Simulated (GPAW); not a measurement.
Wanted: an ASE script for a GPAW 26.7.0 run.

| Property | Result |
| --- | --- |
| Task | relaxation of cell and atoms |
| Functional | PBEsol |
| Potentials or basis | PAW data sets generated in the run's folder for this functional |
| Cutoff | 600 eV |
| Basis | pw |
| k mesh | 7 × 7 × 7 |
| Occupations | fermi-dirac, width 0.05 eV |
| Spin | no spin polarisation |
| Target pressure | 20 GPa |
| Maxiter | 150 |
| Optimizer | BFGS |
| Fmax | 0.02 eV/Å |
| Max steps | 60 |
| Target pressure | 20 GPa |
| Convergence | density=1e-05 forces=0.0001 |

The system is Al3Pd.

```
CELL_PARAMETERS angstrom
3.94691 0.00000 0.00000
0.00000 3.94691 0.00000
0.00000 0.00000 3.94691
ATOMIC_POSITIONS crystal
Pd 0.00000 0.00000 0.00000
Al 0.50000 0.50000 0.00000
Al 0.50000 0.00000 0.50000
Al 0.00000 0.50000 0.50000
```

The cell comes from a database or a generator and needn't be the stable form of this composition.

One way to write it, as run:

run.py

```python
from ase import Atoms
from ase.filters import FrechetCellFilter
from ase.io import write
from ase.optimize import BFGS
from ase.units import GPa
from gpaw import GPAW, PW, setup_paths

setup_paths.insert(0, '.')

atoms = Atoms(['Pd', 'Al', 'Al', 'Al'],
              cell=[[3.94691, 0.0, 0.0],
                    [0.0, 3.94691, 0.0],
                    [0.0, 0.0, 3.94691]],
              scaled_positions=[[0.0, 0.0, 0.0],
                                [0.5, 0.5, 0.0],
                                [0.5, 0.0, 0.5],
                                [0.0, 0.5, 0.5]],
              pbc=True)

calc = GPAW(mode=PW(600),
            xc='PBEsol',
            kpts={'size': (7, 7, 7), 'gamma': True},
            occupations={'name': 'fermi-dirac', 'width': 0.05},
            nbands=26,
            convergence={'density': 1e-05, 'forces': 0.0001},
            maxiter=150,
            txt='gpaw.txt')
atoms.calc = calc
opt = BFGS(FrechetCellFilter(atoms, scalar_pressure=20 * GPa), trajectory='relax.traj', logfile='-')
done = opt.run(fmax=0.02, steps=60)
calc.write('gs.gpw')
write('result.traj', atoms)
print('Converged:', done)
print('Cell:', atoms.cell.cellpar().round(4))
print('Volume:', round(atoms.get_volume(), 4))
print(atoms.get_scaled_positions().round(5))
```

Potentials or basis: PAW data sets generated in the run's folder for this functional, pw.

Command:

```sh
$ gpaw-setup -f PBEsol Al Pd
$ OMP_NUM_THREADS=1 python run.py
```

It gave:

| Item | Value |
| --- | --- |
| Relaxed volume | 13.34 Å³/atom |
| Relaxed cell | a = 3.765 Å, b = 3.765 Å, c = 3.765 Å, α = 90.00°, β = 90.00°, γ = 90.00° |
| Space group after relaxing (to 0.05 Å) | Pm-3m (No. 221) |
| Energy change on relaxing (the enthalpy is what falls) | +101.2 meV/atom |
| Ionic steps | 5 |
| Pressure after relaxing | 20.0 GPa |
| Band gap on the k mesh | none (metal or under the smearing width) |

Caveat: later steps reuse the first step's grids.

It took 87 s on 1 thread of Arm Neoverse V2, on a shared host, peak memory 0.2 GiB.
